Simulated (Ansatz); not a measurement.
# LiMg5: the cost of one run

Computed with Ansatz 0.2.0 (DFT LDA, scalar-relativistic, plane waves, PAW, unless a step's input says otherwise).

**1. The structure to begin with**

Symmetry: Cm, No. 8, monoclinic system. Conventional cell: a = 11.521 Å, b = 3.152 Å, c = 30.493 Å, α = 90.00°, β = 90.00°, γ = 90.00°. Around Mg (site symmetry m) lie 8 Mg at 3.10 to 3.21 Å. Around Mg (site symmetry m) lie 9 Mg at 3.10 to 3.21 Å. Mg (site symmetry m) is surrounded by 11 Mg at 3.11 to 3.18 Å and 1 Li at 3.11 Å. Around Mg (site symmetry m) lie 10 Mg at 3.11 to 3.21 Å and 2 Li at 3.12 Å. Mg (site symmetry m) is surrounded by 9 Mg at 3.10 to 3.15 Å and 3 Li at 3.10 to 3.14 Å. Around Li (site symmetry m) lie 10 Mg at 3.09 to 3.15 Å and 2 Li at 3.15 Å. Mg (site symmetry m) has 2 Li at 3.09 Å and 10 Mg at 3.10 to 3.21 Å as nearest neighbours. Mg (site symmetry m) is surrounded by 10 Mg at 3.10 to 3.21 Å and 2 Li at 3.15 Å. Only part of the 12 independent sites is listed.

As a file:

```
CELL_PARAMETERS angstrom
3.15233 0.00000 0.00000
-1.57616 5.76057 0.00000
0.00000 0.00000 30.49261
ATOMIC_POSITIONS crystal
Mg 0.16064 0.32129 0.29515
Mg 0.89448 0.78897 0.30896
Mg 0.55169 0.10338 0.37576
Mg 0.28128 0.56255 0.38987
Mg 0.94085 0.88171 0.45491
Li 0.66998 0.33996 0.46744
Mg 0.32378 0.64755 0.53256
Mg 0.05762 0.11524 0.54636
Mg 0.71482 0.42965 0.61317
Mg 0.44441 0.88882 0.62727
Mg 0.10399 0.20797 0.69231
Li 0.83311 0.66623 0.70485
```

Slab cut from the bulk at the bulk's listed lattice constants, lower half held.

**2. Relaxing the atoms**

input.yaml

```yaml
crystal:
  lattice:
    - [3.15232576, 0.0, 0.0]
    - [-1.57616288, 5.76056573, 0.0]
    - [0.0, 0.0, 30.4926121685]
  atoms:
    - { symbol: Mg, position: [0.1606434, 0.3212868, 0.2951534605] }
    - { symbol: Mg, position: [0.89448376, 0.78896752, 0.3089554804] }
    - { symbol: Mg, position: [0.55168891, 0.10337782, 0.3757608003] }
    - { symbol: Mg, position: [0.28127664, 0.56255328, 0.3898673002] }
    - { symbol: Mg, position: [0.94085329, 0.88170659, 0.4549074601] }
    - { symbol: Li, position: [0.66998011, 0.33996022, 0.4674414101] }
    - { symbol: Mg, position: [0.3237773, 0.64755461, 0.5325585899] }
    - { symbol: Mg, position: [0.05761766, 0.11523533, 0.5463605999] }
    - { symbol: Mg, position: [0.71482281, 0.42964563, 0.6131659197] }
    - { symbol: Mg, position: [0.44441054, 0.88882109, 0.6272724197] }
    - { symbol: Mg, position: [0.1039872, 0.2079744, 0.6923125896] }
    - { symbol: Li, position: [0.83311402, 0.66622803, 0.7048465395] }
basis:
  ecutwfc: 420.0
  fft_grid_basis: typed
kpoints:
  mp_grid: { grid: [8, 5, 1] }
hamiltonian:
  xc: lda
  pseudopotentials: { kind: paw }
scf:
  occupations: { method: gaussian, width: 0.1 }
output:
  forces: true
  eigenvalues: true
efield:
  axis: 3
  dipole_correction: true
  ramp_width: 0.04
relax:
  adjacent_minimum: "off"
  f_tol: 0.04
  max_steps: 40
  constraints: [{ sites: [0, 1, 2, 3, 4, 5] }]
```

Started as:

```
$ ansatz run input.yaml --threads 1 --pin off --max-ram 2211MiB --backend cpu --events-out ev --progress --plain --runs-dir out
```

Q: Estimate wall time and peak memory on 1 thread of Arm Neoverse N1, shared host.

About 6.6 min, with a peak of 0.85 GiB.
